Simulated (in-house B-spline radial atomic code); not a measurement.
**Ta³⁺ in a hard spherical wall**

Wanted: the cost of confining Ta³⁺, radius by radius. More than one configuration is followed.

Program: in-house B-spline radial atomic code version 1. Level of theory: non-relativistic Hartree-Fock, average of configuration, point nucleus, basis-set limit. These are calculated values, not measurements, unless marked.

## 1. What is computed

| Quantity | Value |
| --- | --- |
| element | tantalum (Z = 73) |
| charge | +3 |
| electrons | 70 |
| configuration | [Xe] 4f14 5d2 |
| Hamiltonian | non-relativistic |
| nucleus | point |

Outer shells as boxes (Hund's rule):

[Xe] 4f14 5d2
```
[Xe] core
4f [↑↓][↑↓][↑↓][↑↓][↑↓][↑↓][↑↓]
5d [↑ ][↑ ][  ][  ][  ]
```

The boxes draw the filling by Hund's rule, which heavy ions in jj coupling don't follow; these runs average over all states of the configuration.

Input settings:

```ini
Z = 73
electrons = 70.0
configuration = [Xe] 4f14 5d2
hamiltonian = nr
method = hf
spin_polarised = False
```

This reference run was done before. Its total energy is -14798.243963 hartree, and its levels are (the highest eight at most):

| orbital | occupation | energy (eV) | <r> (bohr) |
| --- | --- | --- | --- |
| 3d | 10 | -1843.68 | 0.1872 |
| 4s | 2 | -536.17 | 0.4974 |
| 4p | 6 | -447.50 | 0.5059 |
| 4d | 10 | -286.82 | 0.5259 |
| 5s | 2 | -101.15 | 1.211 |
| 4f | 14 | -76.860 | 0.6063 |
| 5p | 6 | -72.781 | 1.333 |
| 5d | 2 | -35.563 | 1.809 |

## 2. Wall at 5.05 bohr, configuration [Xe] 4f14 5d2

The settings differ from step 1 so:

```diff
@@ -6 +6,2 @@
 spin_polarised = False
+wall_radius = 5.05
```

From the run's result record (rounded, not every field):

```text
{
  "status": "converged",
  "iterations": 10,
  "energy [hartree]": {"total": -14798.2402181, "kinetic": 14798.283405, "nuclear": -35183.0113683, "coulomb": 5881.7757935, "exact_exchange": -295.288048326},
  "orbitals [hartree, bohr; first row names the columns]": [
    ["name", "occ", "eps", "<r>"],
    ["1s", 2.0, -2297.8612, 0.020753],
    ["2s", 2.0, -382.31068, 0.087677],
    ["2p", 6.0, -365.68514, 0.074278],
    ["3s", 2.0, -89.643886, 0.22256],
    ["3p", 6.0, -81.93358, 0.2129],
    ["3d", 10.0, -67.748833, 0.1872],
    ["4s", 2.0, -19.698561, 0.49741],
    ["4p", 6.0, -16.44023, 0.50587],
    ["4d", 10.0, -10.535404, 0.52592],
    ["5s", 2.0, -3.7127312, 1.2115],
    ["5p", 6.0, -2.6705133, 1.3337],
    ["4f", 14.0, -2.8194407, 0.60632],
    ["5d", 2.0, -1.3035226, 1.7916]
  ],
  "sum_r [bohr^k]": {"-1": 481.9591, "1": 36.0428, "2": 35.44054},
  "pressure [GPa]": 0.7839276,
  "energy_minus_base [hartree]": 0.00374519341
}
```

It took 0.07 s on 1 thread, shared host.

energy_minus_base is the energy less that of the reference run. pressure is −dE/dV on the wall, from the slope of the orbitals there.

## 3. Wall at 3 bohr, configuration [Xe] 4f14 5d2

The settings differ from step 2 so:

```diff
@@ -6,2 +6,2 @@
 spin_polarised = False
-wall_radius = 5.05
+wall_radius = 3.0
```

Result record:

```text
{
  "status": "converged",
  "iterations": 10,
  "energy [hartree]": {"total": -14797.8357284, "kinetic": 14800.9083421, "nuclear": -35196.7981948, "coulomb": 5893.5567779, "exact_exchange": -295.502653574},
  "orbitals [hartree, bohr; first row names the columns]": [
    ["name", "occ", "eps", "<r>"],
    ["1s", 2.0, -2297.6723, 0.020753],
    ["2s", 2.0, -382.12631, 0.087678],
    ["2p", 6.0, -365.49987, 0.074278],
    ["3s", 2.0, -89.467537, 0.22256],
    ["3p", 6.0, -81.756866, 0.21291],
    ["3d", 10.0, -67.570836, 0.1872],
    ["4s", 2.0, -19.525855, 0.49744],
    ["4p", 6.0, -16.267913, 0.50591],
    ["4d", 10.0, -10.363421, 0.52607],
    ["5s", 2.0, -3.5825831, 1.2076],
    ["5p", 6.0, -2.5389061, 1.3091],
    ["4f", 14.0, -2.6491301, 0.60788],
    ["5d", 2.0, -1.1103423, 1.543]
  ],
  "sum_r [bohr^k]": {"-1": 482.1479, "1": 35.41406, "2": 32.74917},
  "pressure [GPa]": 266.4379,
  "energy_minus_base [hartree]": 0.408234833
}
```

It took 0.07 s on 1 thread, shared host.

## 4. Wall at 1.7 bohr, configuration [Xe] 4f14 5d2

The settings differ from step 3 so:

```diff
@@ -6,2 +6,2 @@
 spin_polarised = False
-wall_radius = 3.0
+wall_radius = 1.7
```

Result record:

```text
{
  "status": "converged",
  "iterations": 9,
  "energy [hartree]": {"total": -14782.4463188, "kinetic": 14867.9518123, "nuclear": -35376.7413357, "coulomb": 6025.21325356, "exact_exchange": -298.870048898},
  "orbitals [hartree, bohr; first row names the columns]": [
    ["name", "occ", "eps", "<r>"],
    ["1s", 2.0, -2295.2545, 0.020753],
    ["2s", 2.0, -379.85024, 0.087689],
    ["2p", 6.0, -363.1995, 0.074289],
    ["3s", 2.0, -87.359913, 0.22267],
    ["3p", 6.0, -79.638851, 0.21301],
    ["3d", 10.0, -65.41589, 0.18735],
    ["4s", 2.0, -17.659554, 0.49966],
    ["4p", 6.0, -14.407952, 0.50891],
    ["4d", 10.0, -8.5058867, 0.53263],
    ["5s", 2.0, -1.7024267, 1.0052],
    ["5p", 6.0, -0.34342543, 1.0219],
    ["4f", 14.0, -0.81249057, 0.60198],
    ["5d", 2.0, 1.8405614, 1.0396]
  ],
  "sum_r [bohr^k]": {"-1": 484.6129, "1": 32.28704, "2": 23.97029},
  "pressure [GPa]": 40747.1,
  "energy_minus_base [hartree]": 15.7976445
}
```

It took 0.06 s on 1 thread, shared host.

## 5. Wall at 5.05 bohr, configuration [Kr] 4d9 4f14 5s2 5p6 5d2 5f1

Input settings:

```ini
Z = 73
electrons = 70.0
configuration = [Kr] 4d9 4f14 5s2 5p6 5d2 5f1
hamiltonian = nr
method = hf
spin_polarised = False
wall_radius = 5.05
```

Result record:

```text
{
  "status": "converged",
  "iterations": 10,
  "energy [hartree]": {"total": -14788.4339478, "kinetic": 14789.0265332, "nuclear": -35120.6402494, "coulomb": 5835.69046211, "exact_exchange": -292.510693698},
  "orbitals [hartree, bohr; first row names the columns]": [
    ["name", "occ", "eps", "<r>"],
    ["1s", 2.0, -2298.7298, 0.020753],
    ["2s", 2.0, -383.15254, 0.08767],
    ["2p", 6.0, -366.53583, 0.07427],
    ["3s", 2.0, -90.387069, 0.22249],
    ["3p", 6.0, -82.682824, 0.21282],
    ["3d", 10.0, -68.507562, 0.18733],
    ["4s", 2.0, -20.310379, 0.49595],
    ["4p", 6.0, -17.029163, 0.50403],
    ["4d", 9.0, -11.174629, 0.5221],
    ["4f", 14.0, -3.4020974, 0.58838],
    ["5s", 2.0, -4.051275, 1.1811],
    ["5p", 6.0, -2.9689775, 1.2891],
    ["5d", 2.0, -1.5122946, 1.6727],
    ["5f", 1.0, -0.39016834, 2.8772]
  ],
  "sum_r [bohr^k]": {"-1": 481.1047, "1": 37.52944, "2": 41.59418},
  "pressure [GPa]": 10.77445,
  "energy_minus_base [hartree]": 9.81001552
}
```

Wall time 0.09 s (1 thread, shared host).

## 6. Wall at 3 bohr, configuration [Kr] 4d9 4f14 5s2 5p6 5d2 5f1

The settings differ from step 5 so:

```diff
@@ -6,2 +6,2 @@
 spin_polarised = False
-wall_radius = 5.05
+wall_radius = 3.0
```

Result record:

```text
{
  "status": "converged",
  "iterations": 10,
  "energy [hartree]": {"total": -14787.4048549, "kinetic": 14792.586991, "nuclear": -35143.5029387, "coulomb": 5856.28129638, "exact_exchange": -292.770203552},
  "orbitals [hartree, bohr; first row names the columns]": [
    ["name", "occ", "eps", "<r>"],
    ["1s", 2.0, -2298.4151, 0.020753],
    ["2s", 2.0, -382.83668, 0.08767],
    ["2p", 6.0, -366.22011, 0.074271],
    ["3s", 2.0, -90.074047, 0.22249],
    ["3p", 6.0, -82.369721, 0.21283],
    ["3d", 10.0, -68.194106, 0.18733],
    ["4s", 2.0, -20.007406, 0.49606],
    ["4p", 6.0, -16.726908, 0.50416],
    ["4d", 9.0, -10.873772, 0.52235],
    ["4f", 14.0, -3.1048292, 0.59039],
    ["5s", 2.0, -3.7995469, 1.1834],
    ["5p", 6.0, -2.7238509, 1.2799],
    ["5d", 2.0, -1.2415781, 1.5101],
    ["5f", 1.0, 0.37112469, 1.8164]
  ],
  "sum_r [bohr^k]": {"-1": 481.4178, "1": 36.12424, "2": 34.68255},
  "pressure [GPa]": 449.3559,
  "energy_minus_base [hartree]": 10.8391084
}
```

Run time: 0.08 s. Hardware: 1 thread, shared host.

## 7. Wall at 1.7 bohr, configuration [Kr] 4d9 4f14 5s2 5p6 5d2 5f1

The settings differ from step 6 so:

```diff
@@ -6,2 +6,2 @@
 spin_polarised = False
-wall_radius = 3.0
+wall_radius = 1.7
```

Result record:

```text
{
  "status": "converged",
  "iterations": 10,
  "energy [hartree]": {"total": -14769.2630972, "kinetic": 14864.5796603, "nuclear": -35338.6613179, "coulomb": 6000.95753643, "exact_exchange": -296.138976041},
  "orbitals [hartree, bohr; first row names the columns]": [
    ["name", "occ", "eps", "<r>"],
    ["1s", 2.0, -2295.7833, 0.020753],
    ["2s", 2.0, -380.3311, 0.08768],
    ["2p", 6.0, -363.69288, 0.07428],
    ["3s", 2.0, -87.733136, 0.22262],
    ["3p", 6.0, -80.018619, 0.21295],
    ["3d", 10.0, -65.806776, 0.18749],
    ["4s", 2.0, -17.939266, 0.49854],
    ["4p", 6.0, -14.666025, 0.50748],
    ["4d", 9.0, -8.8162972, 0.52929],
    ["4f", 14.0, -1.0768699, 0.59331],
    ["5s", 2.0, -1.8234655, 1.0017],
    ["5p", 6.0, -0.46096486, 1.0187],
    ["5d", 2.0, 1.7230933, 1.038],
    ["5f", 1.0, 4.8513206, 1.0092]
  ],
  "sum_r [bohr^k]": {"-1": 484.0913, "1": 32.5732, "2": 24.51597},
  "pressure [GPa]": 45422.6,
  "energy_minus_base [hartree]": 28.9808661
}
```

Run time: 0.11 s. Hardware: 1 thread, shared host.

## 8. Wall at 5.05 bohr, configuration [Kr] 4d10 4f14 5s2 5p5 5d3

Input settings:

```ini
Z = 73
electrons = 70.0
configuration = [Kr] 4d10 4f14 5s2 5p5 5d3
hamiltonian = nr
method = hf
spin_polarised = False
wall_radius = 5.05
```

Result record:

```text
{
  "status": "converged",
  "iterations": 10,
  "energy [hartree]": {"total": -14796.9256653, "kinetic": 14796.9815799, "nuclear": -35173.2925157, "coulomb": 5873.97573279, "exact_exchange": -294.590462273},
  "orbitals [hartree, bohr; first row names the columns]": [
    ["name", "occ", "eps", "<r>"],
    ["1s", 2.0, -2297.9898, 0.020753],
    ["2s", 2.0, -382.42428, 0.087677],
    ["2p", 6.0, -365.80013, 0.074277],
    ["3s", 2.0, -89.751843, 0.22255],
    ["3p", 6.0, -82.040659, 0.21291],
    ["3d", 10.0, -67.858608, 0.1872],
    ["4s", 2.0, -19.806023, 0.49741],
    ["4p", 6.0, -16.546095, 0.50626],
    ["4d", 10.0, -10.646542, 0.52566],
    ["4f", 14.0, -2.9275828, 0.60453],
    ["5s", 2.0, -3.7430788, 1.206],
    ["5p", 5.0, -2.7506148, 1.3244],
    ["5d", 3.0, -1.3327976, 1.7694]
  ],
  "sum_r [bohr^k]": {"-1": 481.8259, "1": 36.352, "2": 36.60928},
  "pressure [GPa]": 1.018235,
  "energy_minus_base [hartree]": 1.31829795
}
```

Run time: 0.08 s. Hardware: 1 thread, shared host.

## 9. Wall at 3 bohr, configuration [Kr] 4d10 4f14 5s2 5p5 5d3

The settings differ from step 8 so:

```diff
@@ -6,2 +6,2 @@
 spin_polarised = False
-wall_radius = 5.05
+wall_radius = 3.0
```

Result record:

```text
{
  "status": "converged",
  "iterations": 10,
  "energy [hartree]": {"total": -14796.4307709, "kinetic": 14800.0188572, "nuclear": -35189.679905, "coulomb": 5888.05776702, "exact_exchange": -294.827490184},
  "orbitals [hartree, bohr; first row names the columns]": [
    ["name", "occ", "eps", "<r>"],
    ["1s", 2.0, -2297.7647, 0.020753],
    ["2s", 2.0, -382.20355, 0.087677],
    ["2p", 6.0, -365.57842, 0.074278],
    ["3s", 2.0, -89.540601, 0.22256],
    ["3p", 6.0, -81.828941, 0.21292],
    ["3d", 10.0, -67.645523, 0.1872],
    ["4s", 2.0, -19.599073, 0.49745],
    ["4p", 6.0, -16.339588, 0.50631],
    ["4d", 10.0, -10.440853, 0.52582],
    ["4f", 14.0, -2.7236028, 0.60648],
    ["5s", 2.0, -3.5848227, 1.2043],
    ["5p", 5.0, -2.595093, 1.3041],
    ["5d", 3.0, -1.1212253, 1.5388]
  ],
  "sum_r [bohr^k]": {"-1": 482.0504, "1": 35.58406, "2": 33.29263},
  "pressure [GPa]": 311.1354,
  "energy_minus_base [hartree]": 1.81319242
}
```

Run time: 0.08 s. Hardware: 1 thread, shared host.

## 10. Wall at 1.7 bohr, configuration [Kr] 4d10 4f14 5s2 5p5 5d3

The settings differ from step 9 so:

```diff
@@ -6,2 +6,2 @@
 spin_polarised = False
-wall_radius = 3.0
+wall_radius = 1.7
```

Result record:

```text
{
  "status": "converged",
  "iterations": 9,
  "energy [hartree]": {"total": -14780.2383415, "kinetic": 14868.2936609, "nuclear": -35374.5828562, "coulomb": 6024.12405624, "exact_exchange": -298.073202372},
  "orbitals [hartree, bohr; first row names the columns]": [
    ["name", "occ", "eps", "<r>"],
    ["1s", 2.0, -2295.2724, 0.020753],
    ["2s", 2.0, -379.84306, 0.087689],
    ["2p", 6.0, -363.19366, 0.074289],
    ["3s", 2.0, -87.358177, 0.22268],
    ["3p", 6.0, -79.634432, 0.21304],
    ["3d", 10.0, -65.414773, 0.18735],
    ["4s", 2.0, -17.664824, 0.49975],
    ["4p", 6.0, -14.410883, 0.51004],
    ["4d", 10.0, -8.5211285, 0.5325],
    ["4f", 14.0, -0.82449008, 0.60212],
    ["5s", 2.0, -1.6550332, 1.0052],
    ["5p", 5.0, -0.37114854, 1.0208],
    ["5d", 3.0, 1.8636507, 1.0398]
  ],
  "sum_r [bohr^k]": {"-1": 484.5833, "1": 32.30809, "2": 24.02524},
  "pressure [GPa]": 41962.24,
  "energy_minus_base [hartree]": 18.0056218
}
```

It took 0.07 s on 1 thread, shared host.

## 11. Results against the radius

| configuration | radius (bohr) | energy above the free system (eV) | pressure (GPa) | highest level (eV) |
| --- | --- | --- | --- | --- |
| [Xe] 4f14 5d2 | 5.05 | 0.102 | 0.784 | -35.471 (5d) |
| [Xe] 4f14 5d2 | 3 | 11.109 | 266 | -30.214 (5d) |
| [Xe] 4f14 5d2 | 1.7 | 429.88 | 40747 | 50.084 (5d) |
| [Kr] 4d9 4f14 5s2 5p6 5d2 5f1 | 5.05 | 266.94 | 10.8 | -10.617 (5f) |
| [Kr] 4d9 4f14 5s2 5p6 5d2 5f1 | 3 | 294.95 | 449 | 10.099 (5f) |
| [Kr] 4d9 4f14 5s2 5p6 5d2 5f1 | 1.7 | 788.61 | 45423 | 132.01 (5f) |
| [Kr] 4d10 4f14 5s2 5p5 5d3 | 5.05 | 35.873 | 1.02 | -36.267 (5d) |
| [Kr] 4d10 4f14 5s2 5p5 5d3 | 3 | 49.339 | 311 | -30.510 (5d) |
| [Kr] 4d10 4f14 5s2 5p5 5d3 | 1.7 | 489.96 | 41962 | 50.713 (5d) |

What this shows: For [Xe] 4f14 5d2 the energy above the free reference is 0.102 eV at 5.05 bohr and 429.88 eV at 1.7 bohr, where the electrons press on it with 40747 GPa. Its highest level passes zero between 3 and 1.7 bohr; in smaller spheres the level is positive, pushed up by confinement, and the wall keeps the electron in. Of [Xe] 4f14 5d2 and [Kr] 4d9 4f14 5s2 5p6 5d2 5f1, the first stays lower at every radius that both share. At 1.7 bohr the lowest of all 3 is [Xe] 4f14 5d2. A hard wall is a crude model of an atom's surroundings.
